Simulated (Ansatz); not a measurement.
# GeSb2Te4: a stacking-fault curve

The task, for GeSb2Te4: slide the crystal rigidly across a (0 0 -1) plane.

Computed with Ansatz 0.2.0 (DFT PBE, scalar-relativistic, plane waves, PAW, unless a step's input says otherwise).

1 further run of the same task is left out (set aside as unsound or not needed).

### 1 The system as given

It takes space group R3m (No. 160, trigonal). Conventional cell: a = 4.298 Å, b = 4.298 Å, c = 42.391 Å, α = 90.00°, β = 90.00°, γ = 120.00°. Ge (site symmetry 3m) is surrounded by 6 Te at 2.85 to 3.32 Å. Around Sb (site symmetry 3m) lie 6 Te at 3.01 to 3.22 Å. Sb (site symmetry 3m) has 6 Te at 3.03 to 3.17 Å as nearest neighbours. Around Te (site symmetry 3m) lie 3 Ge at 2.85 Å. Around Te (site symmetry 3m) lie 3 Sb at 3.01 Å. Around Te (site symmetry 3m) lie 6 Sb at 3.17 to 3.22 Å. Around Te (site symmetry 3m) lie 3 Sb at 3.03 Å and 3 Ge at 3.32 Å.

Structure file:

```xyz
7
Lattice="-4.2977 0.0000 0.0000 -2.1489 -3.7219 0.0000 2.1489 1.2406 14.1303" Properties=species:S:1:pos:R:3 pbc="T T T"
Ge   -2.1489   -1.2406   10.0860
Sb   -2.1489   -1.2406    3.9255
Sb   -4.2977   -2.4813   14.0330
Te   -4.2977   -2.4813    8.6768
Te    0.0000    0.0000    5.6358
Te   -4.2977   -2.4813    1.8770
Te    0.0000    0.0000   12.2869
```

It goes back to an entry of the Materials Project, which need not be the stable form.

This cell was relaxed beforehand with the same method: volume 32.29 Å³/atom, gap on the mesh 0.33 eV.

### 2 Zero of the scan

File input.yaml:

```yaml
crystal:
  lattice:
    - [-4.2977010893, 0.0, 0.0]
    - [-2.1488505447, -3.7219183212, 0.0]
    - [2.1488505447, 1.2406394404, 14.1302728042]
  atoms:
    - { symbol: Ge, position: [0.5712625926, 0.5712625926, 0.7137877777] }
    - { symbol: Sb, position: [0.4259347865, 0.4259347865, 0.2778043595] }
    - { symbol: Sb, position: [0.9977058295, 0.9977058295, 0.9931174886] }
    - { symbol: Te, position: [0.871352871, 0.871352871, 0.614058613] }
    - { symbol: Te, position: [0.1329485421, 0.1329485421, 0.3988456264] }
    - { symbol: Te, position: [0.7109459565, 0.7109459565, 0.1328378696] }
    - { symbol: Te, position: [0.2898484217, 0.2898484217, 0.8695452651] }
basis:
  ecutwfc: 420
kpoints:
  mp_grid: { grid: [9, 9, 3] }
hamiltonian:
  xc: pbe
scf:
  occupations: { method: gaussian, width: 0.03 }
output:
  forces: true
  stress: true
  eigenvalues: true
```

Launch:

```console
$ ansatz run input.yaml --threads 2 --pin off --max-ram 5120MiB --backend cpu --events-out ev --progress --plain --runs-dir out
```

The program printed, shortened:

```text
Warning: crystal.symmetry: narrowed to the stabiliser of the k-point mesh — unitary ops 6 → 2; excluded 4 operations that carry a point of the 9×9×3 mesh (shift [0, 0, 0]) off the mesh (the run samples exactly the mesh kpoints.mp_grid names, as under crystal.symmetry.detect: false, and [...]
Warning: RAYON_NUM_THREADS=2 ignored (pool sized by the plan → 2); use --threads N
[...]
Pseudopotentials: kind: paw
Pseudopotential: Ge, paw, valence charge 14, recommended cutoff 420 eV (normal), Ge.paw.azcp
Pseudopotential: Sb, paw, valence charge 15, recommended cutoff 420 eV (normal), Sb.paw.azcp
Pseudopotential: Te, paw, valence charge 16, recommended cutoff 420 eV (normal), Te.paw.azcp
Functional definition: PBE
[...]
Crystal: 7 atoms, lattice volume = 226.023 Å³
Basis set: ecut = 420 eV, 4379 PW (Γ), exchange–correlation on 60×60×192 points (8 copies of the dense FFT grid, shifted against one another)
Bands: 65, of which v1, the nominal top of the filled ones, is band 54 counted from 1 (53 counted from 0)
Symmetry: 2 space group operations
k-points: 70 of 243 (time reversal used)
[...]
SCF iter   1: F=—  HF=-45184.552736 eV  |F-HF|=—  |Δ(HF+E_count)|=         —  Δρ=1.67e-3  dr2=2.36e-2  ethr=1.77e-3  ⟨swp⟩=6.7  Hψ=17369  notcnv=0  defer=31
[...]
SCF iter   9: F=-45184.545797 eV  HF=-45184.545796 eV  |F-HF|=9.05e-9  |Δ(HF+E_count)|=   8.72e-8  Δρ=2.35e-6  dr2=1.24e-8  ethr=9.26e-11  ⟨swp⟩=7.5  Hψ=16039  notcnv=0
[...]
SCF converged after 9 iterations
Free energy (F): -45184.545797 eV
[...]
E sigma→0 (E₀):  -45184.545797 eV
Fermi energy:    8.821620 eV
[...]
--- Forces (eV/Å), atoms counted from 1 ---
  atom   1  Ge     0.00008988     0.00005189     0.00106105
  atom   2  Sb    -0.00004882    -0.00002818    -0.00857734
  atom   3  Sb     0.00029486     0.00017024    -0.01485257
  atom   4  Te     0.00018306     0.00010569    -0.00069985
  atom   5  Te    -0.00005933    -0.00003426     0.00356936
  atom   6  Te    -0.00013232    -0.00007639     0.01233315
  atom   7  Te    -0.00032731    -0.00018897     0.00715476
[...]
--- Stress (GPa, compression-positive) ---
        0.000469       0.000172      -0.000115
        0.000172       0.000270      -0.000066
       -0.000115      -0.000066      -0.007202
  P = ⅓ Tr σ = -0.0022 GPa (-0.022 kbar)
--- Band table (eV; the first three rows and the last of 70) ---
[...]
```

Wall time 20 s (2 threads of Intel Xeon 6975P-C (Granite Rapids), shared host); peak memory 1 GiB.

The reference gives a free energy of -45184.5458 eV, pressure 0.00 GPa, largest force 0.015 eV/Å and gap on the mesh 0.37 eV.

### 3 The scan: a stacking-fault curve

The cut lies on the cell's a–b face, a (0 0 -1) plane of area 16.00 Å², between layers 3.04 Å apart (Te below, Te above); the cell is 14.1 Å thick. Vector c is tilted by f times 1·a + 0·b (length 4.298 Å) with the atoms' Cartesian places fixed: one unrelaxed fault per cell.

### 4 At f = 0.200

File input.yaml:

```yaml
crystal:
  lattice:
    - [-4.2977010893, 0.0, 0.0]
    - [-2.1488505447, -3.7219183212, 0.0]
    - [1.2893103268, 1.2406394404, 14.1302728042]
  atoms:
    - { symbol: Ge, position: [0.529795037, 0.5712625926, 0.2073377777] }
    - { symbol: Sb, position: [0.2716639146, 0.4259347865, 0.7713543595] }
    - { symbol: Sb, position: [0.9003723318, 0.9977058295, 0.4866674886] }
    - { symbol: Te, position: [0.8498311484, 0.871352871, 0.107608613] }
    - { symbol: Te, position: [-0.0455305831, 0.1329485421, 0.8923956264] }
    - { symbol: Te, position: [0.5856683826, 0.7109459565, 0.6263878696] }
    - { symbol: Te, position: [0.2172293687, 0.2898484217, 0.3630952651] }
basis:
  ecutwfc: 420
kpoints:
  mp_grid: { grid: [9, 9, 3] }
hamiltonian:
  xc: pbe
scf:
  occupations: { method: gaussian, width: 0.03 }
output:
  forces: true
  stress: true
  eigenvalues: true
```

Launch:

```console
$ ansatz run input.yaml --threads 2 --pin off --max-ram 5120MiB --backend cpu --events-out ev --progress --plain --runs-dir out
```

The program printed, shortened:

```text
Warning: RAYON_NUM_THREADS=2 ignored (pool sized by the plan → 2); use --threads N
[...]
[... 5 set-up lines as earlier in the session ...]
[...]
Crystal: 7 atoms, lattice volume = 226.023 Å³
Basis set: ecut = 420 eV, 4397 PW (Γ), exchange–correlation on 60×60×192 points (8 copies of the dense FFT grid, shifted against one another)
Bands: 65, of which v1, the nominal top of the filled ones, is band 54 counted from 1 (53 counted from 0)
Symmetry: 1 space group operations
Space group: P1 (ITA 1), of the structure as read, at distance tolerance 6.1e-5 Å
k-points: 122 of 243 (time reversal used)
[...]
SCF iter   9: F=-45184.496093 eV  HF=-45184.496093 eV  |F-HF|=8.96e-9  |Δ(HF+E_count)|=   4.41e-8  Δρ=2.76e-6  dr2=4.14e-8  ethr=9.26e-11  ⟨swp⟩=10.6  Hψ=31744  notcnv=0
[...]
SCF converged after 9 iterations
Free energy (F): -45184.496093 eV
[...]
E sigma→0 (E₀):  -45184.496093 eV
Fermi energy:    8.891379 eV
[...]
--- Forces (eV/Å), atoms counted from 1 ---
  atom   1  Ge    -0.00273120     0.01224578     0.03893110
  atom   2  Sb     0.06636893    -0.00960497    -0.06835657
  atom   3  Sb     0.04644168     0.01842233     0.00555660
  atom   4  Te     0.10127362     0.05620294     0.10654919
  atom   5  Te    -0.10737000    -0.04005778    -0.07469987
  atom   6  Te    -0.06692814    -0.02107811     0.00096937
  atom   7  Te    -0.03705141    -0.01613045    -0.00896292
[...]
--- Stress (GPa, compression-positive) ---
        0.138511       0.251801       0.433453
        0.251801       0.006157       0.254025
        0.433453       0.254025       0.417291
  P = ⅓ Tr σ = 0.1873 GPa (1.873 kbar)
--- Band table (eV; the first three rows and the last of 122) ---
[...]
```

Run time: 37 s. Hardware: 2 threads of Intel Xeon 6975P-C (Granite Rapids), shared host; peak memory 1.4 GiB.

### 5 Point f = 0.400

File input.yaml:

```yaml
crystal:
  lattice:
    - [-4.2977010893, 0.0, 0.0]
    - [-2.1488505447, -3.7219183212, 0.0]
    - [0.429770109, 1.2406394404, 14.1302728042]
  atoms:
    - { symbol: Ge, position: [0.4883274815, 0.5712625926, 0.2073377777] }
    - { symbol: Sb, position: [0.1173930427, 0.4259347865, 0.7713543595] }
    - { symbol: Sb, position: [0.8030388341, 0.9977058295, 0.4866674886] }
    - { symbol: Te, position: [0.8283094258, 0.871352871, 0.107608613] }
    - { symbol: Te, position: [-0.2240097084, 0.1329485421, 0.8923956264] }
    - { symbol: Te, position: [0.4603908087, 0.7109459565, 0.6263878696] }
    - { symbol: Te, position: [0.1446103157, 0.2898484217, 0.3630952651] }
basis:
  ecutwfc: 420
kpoints:
  mp_grid: { grid: [9, 9, 3] }
hamiltonian:
  xc: pbe
scf:
  occupations: { method: gaussian, width: 0.03 }
output:
  forces: true
  stress: true
  eigenvalues: true
```

Launch:

```console
$ ansatz run input.yaml --threads 2 --pin off --max-ram 5120MiB --backend cpu --events-out ev --progress --plain --runs-dir out
```

The program printed, shortened:

```text
[...]
SCF converged after 9 iterations
Free energy (F): -45184.393485 eV
[...]
E sigma→0 (E₀):  -45184.393485 eV
Entropy (-TS):   -0.000000 eV (-0.000 meV/atom)
Fermi energy:    8.938337 eV
[...]
--- Forces (eV/Å), atoms counted from 1 ---
  atom   1  Ge    -0.00237930     0.04002304     0.11363617
  atom   2  Sb     0.04199679    -0.03992956    -0.18245857
  atom   3  Sb     0.03335017     0.04192676     0.03715085
  atom   4  Te     0.08309031     0.16018577     0.32925339
  atom   5  Te    -0.08306936    -0.11615813    -0.24336795
  atom   6  Te    -0.04626192    -0.04722401    -0.01547778
  atom   7  Te    -0.02672564    -0.03882255    -0.03874111
[...]
--- Stress (GPa, compression-positive) ---
        0.249808       0.185348       0.339300
        0.185348       0.060430       0.701454
        0.339300       0.701454       1.265400
  P = ⅓ Tr σ = 0.5252 GPa (5.252 kbar)
--- Band table (eV; the first three rows and the last of 122) ---
[...]
```

Run time: 33 s. Hardware: 2 threads of Intel Xeon 6975P-C (Granite Rapids), shared host; peak memory 1.4 GiB.

### 6 At f = 0.100

File input.yaml:

```yaml
crystal:
  lattice:
    - [-4.2977010893, 0.0, 0.0]
    - [-2.1488505447, -3.7219183212, 0.0]
    - [1.7190804357, 1.2406394404, 14.1302728042]
  atoms:
    - { symbol: Ge, position: [0.5505288148, 0.5712625926, 0.2073377777] }
    - { symbol: Sb, position: [0.3487993506, 0.4259347865, 0.7713543595] }
    - { symbol: Sb, position: [0.9490390807, 0.9977058295, 0.4866674886] }
    - { symbol: Te, position: [0.8605920097, 0.871352871, 0.107608613] }
    - { symbol: Te, position: [0.0437089795, 0.1329485421, 0.8923956264] }
    - { symbol: Te, position: [0.6483071696, 0.7109459565, 0.6263878696] }
    - { symbol: Te, position: [0.2535388952, 0.2898484217, 0.3630952651] }
basis:
  ecutwfc: 420
kpoints:
  mp_grid: { grid: [9, 9, 3] }
hamiltonian:
  xc: pbe
scf:
  occupations: { method: gaussian, width: 0.03 }
output:
  forces: true
  stress: true
  eigenvalues: true
```

Launch:

```console
$ ansatz run input.yaml --threads 2 --pin off --max-ram 5120MiB --backend cpu --events-out ev --progress --plain --runs-dir out
```

The program printed, shortened:

```text
Warning: RAYON_NUM_THREADS=2 ignored (pool sized by the plan → 2); use --threads N
[...]
[... 5 set-up lines as earlier in the session ...]
[...]
Crystal: 7 atoms, lattice volume = 226.023 Å³
Basis set: ecut = 420 eV, 4387 PW (Γ), exchange–correlation on 60×60×192 points (8 copies of the dense FFT grid, shifted against one another)
Bands: 65, of which v1, the nominal top of the filled ones, is band 54 counted from 1 (53 counted from 0)
[... 2 set-up lines as earlier in the session ...]
k-points: 122 of 243 (time reversal used)
[...]
SCF iter   9: F=-45184.533061 eV  HF=-45184.533061 eV  |F-HF|=6.53e-9  |Δ(HF+E_count)|=   1.85e-8  Δρ=2.35e-6  dr2=1.26e-8  ethr=9.26e-11  ⟨swp⟩=7.7  Hψ=26539  notcnv=0
[...]
SCF converged after 9 iterations
Free energy (F): -45184.533061 eV
[...]
E sigma→0 (E₀):  -45184.533061 eV
Fermi energy:    8.859715 eV
[...]
--- Forces (eV/Å), atoms counted from 1 ---
  atom   1  Ge    -0.00108370     0.00300762     0.01083572
  atom   2  Sb     0.04020898    -0.00188772    -0.02457758
  atom   3  Sb     0.02698199     0.00545809    -0.00905891
  atom   4  Te     0.05354867     0.01503532     0.02676268
  atom   5  Te    -0.05870422    -0.01064520    -0.01591459
  atom   6  Te    -0.03933416    -0.00627546     0.00915276
  atom   7  Te    -0.02161507    -0.00469259     0.00278728
[...]
--- Stress (GPa, compression-positive) ---
        0.044046       0.143795       0.237846
        0.143795      -0.000199       0.068751
        0.237846       0.068751       0.103063
  P = ⅓ Tr σ = 0.0490 GPa (0.490 kbar)
--- Band table (eV; the first three rows and the last of 122) ---
[...]
```

It took 36 s on 2 threads of Intel Xeon 6975P-C (Granite Rapids), shared host; peak memory 1.4 GiB.

### 7 Point f = 0.300

File input.yaml:

```yaml
crystal:
  lattice:
    - [-4.2977010893, 0.0, 0.0]
    - [-2.1488505447, -3.7219183212, 0.0]
    - [0.8595402179, 1.2406394404, 14.1302728042]
  atoms:
    - { symbol: Ge, position: [0.5090612593, 0.5712625926, 0.2073377777] }
    - { symbol: Sb, position: [0.1945284787, 0.4259347865, 0.7713543595] }
    - { symbol: Sb, position: [0.851705583, 0.9977058295, 0.4866674886] }
    - { symbol: Te, position: [0.8390702871, 0.871352871, 0.107608613] }
    - { symbol: Te, position: [-0.1347701458, 0.1329485421, 0.8923956264] }
    - { symbol: Te, position: [0.5230295957, 0.7109459565, 0.6263878696] }
    - { symbol: Te, position: [0.1809198422, 0.2898484217, 0.3630952651] }
basis:
  ecutwfc: 420
kpoints:
  mp_grid: { grid: [9, 9, 3] }
hamiltonian:
  xc: pbe
scf:
  occupations: { method: gaussian, width: 0.03 }
output:
  forces: true
  stress: true
  eigenvalues: true
```

Launch:

```console
$ ansatz run input.yaml --threads 2 --pin off --max-ram 5120MiB --backend cpu --events-out ev --progress --plain --runs-dir out
```

The program printed, shortened:

```text
Warning: RAYON_NUM_THREADS=2 ignored (pool sized by the plan → 2); use --threads N
[...]
[... 5 set-up lines as earlier in the session ...]
[...]
Crystal: 7 atoms, lattice volume = 226.023 Å³
Basis set: ecut = 420 eV, 4403 PW (Γ), exchange–correlation on 60×60×192 points (8 copies of the dense FFT grid, shifted against one another)
Bands: 65, of which v1, the nominal top of the filled ones, is band 54 counted from 1 (53 counted from 0)
[... 2 set-up lines as earlier in the session ...]
k-points: 122 of 243 (time reversal used)
[...]
SCF iter   9: F=-45184.442822 eV  HF=-45184.442822 eV  |F-HF|=1.60e-10  |Δ(HF+E_count)|=   7.29e-8  Δρ=2.59e-6  dr2=1.87e-8  ethr=9.26e-11  ⟨swp⟩=10.8  Hψ=32619  notcnv=0
[...]
SCF converged after 9 iterations
Free energy (F): -45184.442822 eV
[...]
E sigma→0 (E₀):  -45184.442822 eV
Fermi energy:    8.914259 eV
[...]
--- Forces (eV/Å), atoms counted from 1 ---
  atom   1  Ge    -0.00355791     0.02627067     0.07798261
  atom   2  Sb     0.06752112    -0.02406048    -0.12834470
  atom   3  Sb     0.05044340     0.03230737     0.02311057
  atom   4  Te     0.11964591     0.11168025     0.22211291
  atom   5  Te    -0.12253460    -0.08040743    -0.16173167
  atom   6  Te    -0.07126806    -0.03671291    -0.00848293
  atom   7  Te    -0.04024783    -0.02907649    -0.02465218
[...]
--- Stress (GPa, compression-positive) ---
        0.217080       0.277828       0.496519
        0.277828       0.029501       0.495212
        0.496519       0.495212       0.860706
  P = ⅓ Tr σ = 0.3691 GPa (3.691 kbar)
--- Band table (eV; the first three rows and the last of 122) ---
[...]
```

Run time: 33 s. Hardware: 2 threads of Intel Xeon 6975P-C (Granite Rapids), shared host; peak memory 1.4 GiB.

### 8 f = 0.500

File input.yaml:

```yaml
crystal:
  lattice:
    - [-4.2977010893, 0.0, 0.0]
    - [-2.1488505447, -3.7219183212, 0.0]
    - [0.0, 1.2406394404, 14.1302728042]
  atoms:
    - { symbol: Ge, position: [0.4675937037, 0.5712625926, 0.2073377777] }
    - { symbol: Sb, position: [0.0402576068, 0.4259347865, 0.7713543595] }
    - { symbol: Sb, position: [0.7543720852, 0.9977058295, 0.4866674886] }
    - { symbol: Te, position: [0.8175485645, 0.871352871, 0.107608613] }
    - { symbol: Te, position: [-0.3132492711, 0.1329485421, 0.8923956264] }
    - { symbol: Te, position: [0.3977520217, 0.7109459565, 0.6263878696] }
    - { symbol: Te, position: [0.1083007892, 0.2898484217, 0.3630952651] }
basis:
  ecutwfc: 420
kpoints:
  mp_grid: { grid: [9, 9, 3] }
hamiltonian:
  xc: pbe
scf:
  occupations: { method: gaussian, width: 0.03 }
output:
  forces: true
  stress: true
  eigenvalues: true
```

Launch:

```console
$ ansatz run input.yaml --threads 2 --pin off --max-ram 5120MiB --backend cpu --events-out ev --progress --plain --runs-dir out
```

The program printed, shortened:

```text
Warning: RAYON_NUM_THREADS=2 ignored (pool sized by the plan → 2); use --threads N
[...]
[... 5 set-up lines as earlier in the session ...]
[...]
Crystal: 7 atoms, lattice volume = 226.023 Å³
Basis set: ecut = 420 eV, 4411 PW (Γ), exchange–correlation on 60×60×192 points (8 copies of the dense FFT grid, shifted against one another)
Bands: 65, of which v1, the nominal top of the filled ones, is band 54 counted from 1 (53 counted from 0)
[... 1 set-up line as earlier in the session ...]
Space group: Cm (ITA 8), of the structure as read, at distance tolerance 6.1e-5 Å
k-points: 70 of 243 (time reversal used)
[...]
SCF iter   9: F=-45184.373161 eV  HF=-45184.373161 eV  |F-HF|=1.91e-9  |Δ(HF+E_count)|=   9.15e-8  Δρ=2.79e-6  dr2=2.18e-8  ethr=9.26e-11  ⟨swp⟩=8.1  Hψ=17206  notcnv=0
[...]
SCF converged after 9 iterations
Free energy (F): -45184.373161 eV
[...]
E sigma→0 (E₀):  -45184.373161 eV
Entropy (-TS):   -0.000000 eV (-0.000 meV/atom)
Fermi energy:    8.949023 eV
[...]
--- Forces (eV/Å), atoms counted from 1 ---
  atom   1  Ge     0.00000000     0.04589305     0.12839436
  atom   2  Sb    -0.00000000    -0.04700429    -0.20455143
  atom   3  Sb     0.00000000     0.04526719     0.04256512
  atom   4  Te     0.00000000     0.17953482     0.37331375
  atom   5  Te    -0.00000000    -0.13050536    -0.27711934
  atom   6  Te    -0.00000000    -0.05073974    -0.01799748
  atom   7  Te    -0.00000000    -0.04244239    -0.04460846
[...]
--- Stress (GPa, compression-positive) ---
        0.254998      -0.000000       0.000000
       -0.000000       0.074721       0.783090
        0.000000       0.783090       1.431076
  P = ⅓ Tr σ = 0.5869 GPa (5.869 kbar)
--- Band table (eV; the first three rows and the last of 70) ---
[...]
```

It took 20 s on 2 threads of Intel Xeon 6975P-C (Granite Rapids), shared host; peak memory 1 GiB.

### 9 The scan collected

The scan, with free energies counted from the undisturbed cell:

| f | γ (mJ/m²) | shear traction (GPa) | gap on the mesh (eV) |
| --- | --- | --- | --- |
| 0.000 | 0 | 0.0 | 0.37 |
| 0.100 | 13 | 0.6 | 0.30 |
| 0.200 | 50 | 1.1 | 0.25 |
| 0.300 | 103 | 1.3 | 0.23 |
| 0.400 | 153 | 0.9 | 0.18 |
| 0.500 | 173 | 0.0 | 0.17 |

Not run, since symmetry makes them alike: 0.600 repeats 0.400, 0.800 repeats 0.200, 0.700 repeats 0.300, 0.900 repeats 0.100. Energy, pressure and gap are the same there.

### 10 Summary of results

```
                      quantity                   value
  highest fault energy sampled  173 mJ/m² at f = 0.500
largest shear traction sampled                 1.3 GPa
```

In words: The highest point computed is 173 mJ/m², at f = 0.500; the true top can lie between points. The values are for rigid blocks: relaxation normal to the plane would bring them down. The gap on the mesh stays between 0.17 and 0.37 eV. These runs have no spin-orbit coupling; with Sb, Te it would split and shift bands. Where a structure here is layered, its layers are held mostly by dispersion, which this level lacks, so their spacing and the stiffness across them are unreliable there.
